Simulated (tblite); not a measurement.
# C7H6SSi: the cost of one run

The runs use tblite 0.8.0 and PySCF 2.14.0, with density-fitted response routines of our own; the level of theory stands in each step. All values are computed, except where a source is named. Atoms count from 0, in the outputs and in this text.

## 1. The molecule as given

15 atoms, charge 0, multiplicity 1; geometry from: force field or distance geometry start.

Bonds of the start (Å): C0–C1 1.21, C1–C2 1.46, C2–C3 1.30, C3–S4 1.59, C2–Si5 1.80, Si5–C6 1.83, C6–C7 1.21, C7–C8 1.48, C0–H9 1.07, Si5–H10 1.49, Si5–H11 1.49, C8–H12 1.10, C8–H13 1.11, C8–H14 1.12.

## 2. Geometry optimisation with GFN2-xTB

Job settings and geometry (Å):

```
{"job": {"kind": "relax", "xc": "GFN2-xTB", "basis": "xTB"}, "charge": 0, "multiplicity": 1}
C     -4.199900    -1.008900    -0.214600
C     -3.082200    -0.557700    -0.265700
C     -1.707600    -0.058600    -0.307900
C     -1.585800     1.233100    -0.420400
S     -1.414400     2.809300    -0.529200
Si    -0.372600    -1.262800    -0.236500
C      1.199900    -0.328900    -0.202300
C      2.254200     0.271000    -0.173300
C      3.547000     0.986300    -0.135700
H     -5.199700    -1.391400    -0.165000
H     -0.447400    -2.119700    -1.450200
H     -0.559200    -2.073400     0.996000
H      3.323400     2.025400    -0.428900
H      4.257000     0.572800    -0.886500
H      3.982900     0.911400     0.892500
```

Run with:

```bash
$ OMP_NUM_THREADS=1 python probes_run.py task.json out
```

This one command runs all jobs of the session in turn.

**Question.** How long does this first job take on 1 thread of Arm Neoverse N1, shared host, and how much memory does it need?

About 1.1 s, with a peak of 0.18 GiB.
